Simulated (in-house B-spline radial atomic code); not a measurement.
# Rh¹⁵⁺: ionisation energy by several methods

Wanted: one ionisation energy, Rh¹⁵⁺ to configuration [Ar] 3d10 4s1, up the ladder of functionals.

The numbers are computed with in-house B-spline radial atomic code version 1 (Dirac-Coulomb, several functionals; spherical all-electron atom at the radial basis limit), except any that are marked as measured or tabulated.

## 1. Starting point

- element: rhodium (Z = 45)
- charge: +15
- electrons: 30
- configuration: [Ar] 3d10 4s2
- nucleus: Fermi, rms radius 4.495 fm

Outer shells as boxes (Hund's rule):

[Ar] 3d10 4s2
```
[Ar] core
3d [↑↓][↑↓][↑↓][↑↓][↑↓]
4s [↑↓]
```

## 2. BLYP, a GGA

The run's settings:

```ini
Z = 45
electrons = 30.0
configuration = [Ar] 3d10 4s2
hamiltonian = dirac
method = b88,lyp
spin_polarised = False
nucleus = fermi
rms_radius = 4.4945
mass_number = 103
atomic_mass = 102.905494081
speed_of_light = 137.035999084
```

## 3. RPBE, a GGA

Changes to the settings of step 2:

```diff
@@ -4,3 +4,3 @@
 hamiltonian = dirac
-method = b88,lyp
+method = rpbe,pbe
 spin_polarised = False
```

Q: The tabulated ionisation energy is 389.3 ± 0.5 eV (tabulated theoretical; NIST Atomic Spectra Database). What does each method give, and which comes nearest?

**Answer**, as computed:

| method | rung | total energy (hartree) | ΔSCF (eV) | with Breit, QED, recoil (eV) | −ε highest (eV) | corrected ΔSCF less tabulated (eV) |
| --- | --- | --- | --- | --- | --- | --- |
| BLYP | GGA | -4704.5446 | 392.12 | 391.83 | 379.09 (4s1/2) | +2.53 |
| RPBE | GGA | -4704.2819 | 391.20 | 390.91 | 378.32 (4s1/2) | +1.61 |

What this shows: The tabulated ionisation energy is 389.3 ± 0.5 eV (tabulated theoretical; NIST Atomic Spectra Database). RPBE comes nearest (+1.61 eV) and BLYP is farthest (+2.53 eV, 0.65 %). All methods miss on the same side by much the same amount, which points to something that they share. Open shells are averaged (over orientations, and over spins where the run is restricted), while tables refer to the lowest levels. For the semilocal functionals minus the highest level recovers only 97 % of their own ΔSCF value, a mark of self-interaction.

Members of this set that are not shown: 2 used exact exchange with fractional occupations of an open shell, which is unsound here.
